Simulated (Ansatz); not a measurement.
**TaN: a tetragonal deformation path**

An exercise on one series of results from a longer session: the logs are not shown, and one member is left open.

Program: Ansatz 0.2.0. Level of theory: DFT PBEsol, scalar-relativistic, plane waves, PAW. These are calculated values, not measurements.

### Starting point

It takes space group Fm-3m (No. 225, cubic). Conventional cell: a = 4.358 Å, b = 4.358 Å, c = 4.358 Å, α = 90.00°, β = 90.00°, γ = 90.00°. Ta (site symmetry m-3m) is surrounded by 6 N at 2.18 Å. N (site symmetry m-3m) has 6 Ta at 2.18 Å in its first shell of neighbours.

Structure file:

```cif
data_structure
_symmetry_space_group_name_H-M 'P 1'
_symmetry_Int_Tables_number 1
_cell_length_a 3.0816
_cell_length_b 3.0816
_cell_length_c 3.0816
_cell_angle_alpha 60.000
_cell_angle_beta 60.000
_cell_angle_gamma 60.000
_cell_volume 20.69
loop_
_atom_site_label
_atom_site_type_symbol
_atom_site_fract_x
_atom_site_fract_y
_atom_site_fract_z
_atom_site_occupancy
Ta1 Ta 0.50000 0.50000 0.50000 1
N1 N 0.00000 0.00000 0.00000 1
```

No relaxation comes first: the listed cell is the starting point.

### The reference cell

The reference gives a free energy of -10187.0623 eV, pressure 4.43 GPa, largest force 0.000 eV/Å and gap on the mesh none (metal). It was computed beforehand with the settings of the runs below.

The first run:

At fixed volume and fractional coordinates, lengths along (0.000, 0.000, 1.000) are scaled against those across it; ρ is that ratio over its starting value.

Input file input.yaml:

```yaml
crystal:
  lattice:
    - [0.0, 2.4459679325, 1.7292993283]
    - [2.4459679325, 0.0, 1.7292993283]
    - [2.4459679325, 2.4459679325, 0.0]
  atoms:
    - { symbol: Ta, position: [0.5, 0.5, 0.5] }
    - { symbol: "N", position: [0.0, 0.0, 0.0] }
basis:
  ecutwfc: 420
kpoints:
  mp_grid: { grid: [20, 20, 20] }
hamiltonian:
  xc: pbesol
scf:
  occupations: { method: gaussian, width: 0.15 }
output:
  forces: true
  stress: true
  eigenvalues: true
```

Started as:

```sh
> ansatz run input.yaml --threads 1 --pin off --max-ram 2560MiB --backend cpu --events-out ev --progress --plain --runs-dir out
```

Steps of the session up to this table: Point ρ = 0.707; Point ρ = 1.414; Point ρ = 0.850; ρ = 1.200; At ρ = 0.780; Point ρ = 1.300; At ρ = 0.920; Point ρ = 1.100; ρ = 0.650; Point ρ = 1.500; At ρ = 0.960; At ρ = 1.050.

One of the session's tables, all rows but one given; the rest of the session is left out.

Collected from the runs (energy zero: the undisturbed cell):

```
    ρ  ΔE (meV/atom)  pressure (GPa)
0.650         4132.2           176.0
0.707         2451.1           127.5
0.780         1115.9            67.4
0.850          440.9            30.8
0.920          111.3            11.1
0.960           25.9             5.9
1.000            0.0             4.4
1.050           31.9             6.6
1.100          104.6            12.5
1.200              ?               ?
1.300          603.2            55.0
1.414         1027.4            87.3
1.500         1423.8           114.4
```

Estimate the missing values for ρ = 1.200.

Worked estimate for «ΔE (meV/atom)». A straight line through the neighbours (1.100, 104.6) and (1.300, 603.2) gives 104.6 + (603.2 − 104.6) × (1.200 − 1.100) / (1.300 − 1.100) = 353.9; a parabola fitted to 4 rows on both sides gives 314.5.

**Answer.** ΔE (meV/atom): 316.2; pressure (GPa): 31.0. In «ΔE (meV/atom)» the line misses by +37.7 and the parabola by -1.7.
